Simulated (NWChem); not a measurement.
**SbH3 (SMILES [H][Sb]([H])[H]): M05-2X-D3(0)/def2-TZVPP (core potential)**

What is the vertical electron affinity of SbH3 at M05-2X-D3(0)/def2-TZVPP (core potential)? 

Program for the calculation: NWChem 7.3.0.

1 further run of the same task is left out (set aside as unsound or not needed).

### Step 1. The system as given

SbH3 has 4 atoms, charge 0, and is taken as a singlet. SMILES: `[H][Sb]([H])[H]`. Geometry: a GFN2-xTB relaxation, a rough one for these elements and not checked as a minimum.

Bond lengths: Sb1–H2 1.686 Å, Sb1–H3 1.685 Å, Sb1–H4 1.686 Å. Angles: H2–Sb1–H3 88.9°, H2–Sb1–H4 88.6°, H3–Sb1–H4 88.8°.

### Step 2. Energy and one-electron properties at M05-2X-D3(0)/def2-TZVPP (core potential)

h3sb.nw

```
start h3sb
title "H3Sb M05-2X"
memory 2200 mb

geometry units au noautosym nocenter noautoz
Sb -0.01018562  0.01315249  1.40843178
H   2.57533766 -0.05850592 -0.45051071
H  -1.24088866  2.25092838 -0.49401220
H  -1.32426338 -2.20557495 -0.46390887
end

basis "ao basis" spherical
* library def2-TZVPP
end

ecp
Sb library def2-ecp
end

dft
xc m05-2x
disp vdw 3
grid fine
maxiter 100
end

property
efield
esp
octupole
mulliken
moldenfile
molden_norm janpa
end

task dft property
```

Run with:

```console
nwchem h3sb.nw > h3sb.out
```

Standard output:

```text
Northwest Computational Chemistry Package (NWChem) 7.3.0
             --------------------------------------------------------

           Job information
           ---------------

    nwchem branch   = 7.3.0
    use scalapack   = T
    input           = h3sb.nw
    prefix          = h3sb.
    data base       = ./h3sb.db
    status          = startup
    nproc           =        1

           Memory information
           ------------------

    heap     =     72089596 doubles =      550.0 Mbytes
    stack    =     72089601 doubles =      550.0 Mbytes
    global   =    144179200 doubles =     1100.0 Mbytes (distinct from heap & stack)
    total    =    288358397 doubles =     2200.0 Mbytes
    verify   = yes
    hardfail = no

           Directory information
           ---------------------

  0 permanent = .
  0 scratch   = .

                                NWChem Input Module
                                -------------------

                                    H3Sb M05-2X
                                    -----------

                             Geometry "geometry" -> ""
                             -------------------------

 Output coordinates in a.u. (scale by  1.000000000 to convert to a.u.)

  No.       Tag          Charge          X              Y              Z
 ---- ---------------- ---------- -------------- -------------- --------------
    1 Sb                  51.0000    -0.01018562     0.01315249     1.40843178
    2 H                    1.0000     2.57533766    -0.05850592    -0.45051071
    3 H                    1.0000    -1.24088866     2.25092838    -0.49401220
    4 H                    1.0000    -1.32426338    -2.20557495    -0.46390887

      Atomic Mass
      -----------

      Sb               120.903800
      H                  1.007825

 Effective nuclear repulsion energy (a.u.)      48.7030810769

            Nuclear Dipole moment (a.u.)
            ----------------------------
        X                 Y               Z
 ---------------- ---------------- ----------------
    -0.5092810000     0.6576245000    70.4215890000

            XYZ format geometry
            -------------------
     4
 geometry
 Sb                   -0.00539000     0.00696000     0.74531005
 H                     1.36281010    -0.03096000    -0.23840002
 H                    -0.65665005     1.19114009    -0.26142002
 H                    -0.70077005    -1.16714008    -0.24549002

 ==============================================================================
                                internuclear distances
 ------------------------------------------------------------------------------
       center one      |      center two      | atomic units |       a.u.
 ------------------------------------------------------------------------------
    2 H                |   1 Sb               |     3.18524  |     3.18524
    3 H                |   1 Sb               |     3.18458  |     3.18458
    4 H                |   1 Sb               |     3.18672  |     3.18672
 ------------------------------------------------------------------------------
                         number of included internuclear distances:          3
 ==============================================================================

 ==============================================================================
                                 internuclear angles
 ------------------------------------------------------------------------------
        center 1       |       center 2       |       center 3       |  degrees
 ------------------------------------------------------------------------------
    2 H                |   1 Sb               |   3 H                |    88.90
    2 H                |   1 Sb               |   4 H                |    88.63
    3 H                |   1 Sb               |   4 H                |    88.79
 ------------------------------------------------------------------------------
                            number of included internuclear angles:          3
 ==============================================================================

 Summary of "ao basis" -> "" (spherical)
 ------------------------------------------------------------------------------
       Tag                 Description            Shells   Functions and Types
 ---------------- ------------------------------  ------  ---------------------
 *                         def2-TZVPP                 on all atoms

                 ECP       "ecp basis" -> "" (cartesian)
                -----
  [basis functions not shown]

                              NWChem Property Module
                              ----------------------

                                    H3Sb M05-2X

  itol2e modified to match energy
  convergence criterion.

                                 NWChem DFT Module
                                 -----------------

                                    H3Sb M05-2X

                      Basis "ao basis" -> "ao basis" (spherical)
                      -----
  [basis functions not shown]

 Summary of "ao basis" -> "ao basis" (spherical)
 ------------------------------------------------------------------------------
       Tag                 Description            Shells   Functions and Types
 ---------------- ------------------------------  ------  ---------------------
 Sb                        def2-TZVPP               16       50   6s5p3d2f
 H                         def2-TZVPP                6       14   3s2p1d

[... 9 lines left out ...]
  convergence criterion.
[... 15 lines left out ...]
          Convergence on energy requested:  1.00D-07
          Convergence on density requested:  1.00D-05
          Convergence on gradient requested:  5.00D-04
[... 19 lines left out ...]
          Spatial weights used:  Erf1
[... 1 line left out ...]
          Convergence Information
[... 1 line left out ...]
          Convergence aids based upon iterative change in
          total energy or number of iterations.
[... 53 lines left out ...]
   convergence    iter        energy       DeltaE   RMS-Dens  Diis-err    time
[... 9 lines left out ...]
         Total DFT energy =     -241.952160234789
      One electron energy =     -466.007384189673
           Coulomb energy =      222.106880666797
    Exchange-Corr. energy =      -20.385363563925
 Nuclear repulsion energy =       22.333711315966
[... 7 lines left out ...]
                       DFT Final Molecular Orbital Analysis
[... 661 lines left out ...]
 center of mass
 --------------
 x =  -0.00985429 y =   0.01272465 z =   1.36261611

 moments of inertia (a.u.)
 ------------------
          20.416530556380           0.023899826164           0.002748986974
           0.023899826164          20.407301558533          -0.027986100187
           0.002748986974          -0.027986100187          20.017271263769

     Multipole analysis of the density
     ---------------------------------

     L   x y z        total         alpha         beta         nuclear
     -   - - -        -----         -----         ----         -------
     0   0 0 0     -0.000000    -13.000000    -13.000000     26.000000

     1   1 0 0     -0.000731      0.111676      0.111676     -0.224084
[... 8 lines of this table left out ...]
     2   0 0 2    -22.107318    -34.197089    -34.197089     46.286861

          ---------------
          Octupole Moment
          ---------------

 Center of charge (in au) is the expansion point
         X =      -0.0086186 Y =       0.0111290 Z =       1.1917500

   Third moments in atomic units

   Component  Electronic+nuclear     Point charges             Total
  --------------------------------------------------------------------------
      XXX          -1.5354210624          0.0000000000         -1.5354210624
      YYY          -0.0346470535          0.0000000000         -0.0346470535
      ZZZ          -0.4389716432          0.0000000000         -0.4389716432
[... 6 lines of this table left out ...]
      XYZ          -0.0097463247          0.0000000000         -0.0097463247

   Third moments in 10**(-34) esu*cm**3

   Component  Electronic+nuclear     Point charges             Total
  --------------------------------------------------------------------------
      XXX          -1.0927407450          0.0000000000         -1.0927407450
      YYY          -0.0246578922          0.0000000000         -0.0246578922
      ZZZ          -0.3124108508          0.0000000000         -0.3124108508
[... 6 lines of this table left out ...]
      XYZ          -0.0069363423          0.0000000000         -0.0069363423

   Octupole moments in atomic units

   Component  Electronic+nuclear     Point charges             Total
  --------------------------------------------------------------------------
      XXX          -3.8152260994          0.0000000000         -3.8152260994
      YYY          -0.1616437966          0.0000000000         -0.1616437966
      ZZZ          -4.9131978441          0.0000000000         -4.9131978441
[... 6 lines of this table left out ...]
      XYZ          -0.0243658116          0.0000000000         -0.0243658116

   Octupole moments in 10**(-34) esu*cm**3

   Component  Electronic+nuclear     Point charges             Total
  --------------------------------------------------------------------------
      XXX          -2.7152506322          0.0000000000         -2.7152506322
      YYY          -0.1150399503          0.0000000000         -0.1150399503
      ZZZ          -3.4966639472          0.0000000000         -3.4966639472
[... 6 lines of this table left out ...]
      XYZ          -0.0173408558          0.0000000000         -0.0173408558

 1 a.u. = 0.711688 10**(-34) esu*cm**3

          ----------------------------
          Mulliken population analysis
          ----------------------------

 Total      S,P,D,... shell population
 --------------------------------
    Atom          S        P        D        F
 --------------------------------------------------------------------------------------
     1 Sb     3.73268   8.97502  10.11735   0.01880
     2 H      1.03036   0.02027   0.00139   0.00000
     3 H      1.03040   0.02027   0.00139   0.00000
     4 H      1.03041   0.02025   0.00139   0.00000

          ----- Total      gross population on atoms ----

              1  Sb  51.0    22.84385
              2  H    1.0     1.05202
              3  H    1.0     1.05207
              4  H    1.0     1.05206

          ----- Bond indices -----
  1- 1   0.00000  1- 2   0.99029  1- 3   0.99024  1- 4   0.99031
  2- 1   0.99029  2- 2   0.00000  2- 3   0.00053  2- 4   0.00043
  3- 1   0.99024  3- 2   0.00053  3- 3   0.00000  3- 4   0.00049
  4- 1   0.99031  4- 2   0.00043  4- 3   0.00049  4- 4   0.00000

 Large bond indices
 ------------------
  1   Sb-  2   H    0.99029
  1   Sb-  3   H    0.99024
  1   Sb-  4   H    0.99031

                                                                Free electrons             Valency
                              Number of         Sum of          + Bond indices         - Bond indices
                Valency     Free electrons    Bond indices     =Mulliken charge     = Net spin population
     1  Sb      2.97085       19.87300          2.97085          22.84385                 0.00000
     2  H       0.99125        0.06077          0.99125           1.05202                 0.00000
     3  H       0.99126        0.06081          0.99126           1.05207                 0.00000
     4  H       0.99123        0.06083          0.99123           1.05206                -0.00000

          ---------------------------------------------
          Electrostatic potential/diamagnetic shielding
          ---------------------------------------------

 1 a.u. = 9.07618 esu/cm ( or statvolts )
   Point      X         Y         Z     Total Potential(a.u.)   Diamagnetic shielding(a.u.)
    1 Sb  -0.01019   0.01315   1.40843     -23.926977            24.868740
    2 H    2.57534  -0.05851  -0.45051      -1.074066             8.743690
    3 H   -1.24089   2.25093  -0.49401      -1.074026             8.744844
    4 H   -1.32426  -2.20557  -0.46391      -1.074087             8.740514
 scftyp:RHF
 theory:dft

          --------------
          Electric field
          --------------

 1 a.u. = 0.171524 10**(-8) dyn/esu

   Atom       X         Y         Z                        Electric field (a.u.)
                                              X              Y              Z           Field
  ------------------------------------------------------------------------------------------------
    1 Sb  -0.01019   0.01315   1.40843      -0.000010      -0.000050       0.003696       0.003696
    2 H    2.57534  -0.05851  -0.45051       0.007454      -0.000011      -0.000643       0.007482
    3 H   -1.24089   2.25093  -0.49401      -0.003547       0.006563      -0.000891       0.007514
    4 H   -1.32426  -2.20557  -0.46391      -0.003844      -0.006211      -0.000497       0.007321
 MOLDEN output will be written to the file ./h3sb.molden
  do_norm_janpa  T
  do_norm_nwchem  F
  molden scftype: RHF                  spinref:                     1

 Task  times  cpu:        8.9s     wall:        8.9s
 Total times  cpu:        8.9s     wall:        8.9s
```

Run time: 9.6 s. Hardware: 1 thread of Intel Xeon 6975P-C (Granite Rapids), shared host; peak memory 0.12 GiB.

(Part 1 of 2 ends here.)
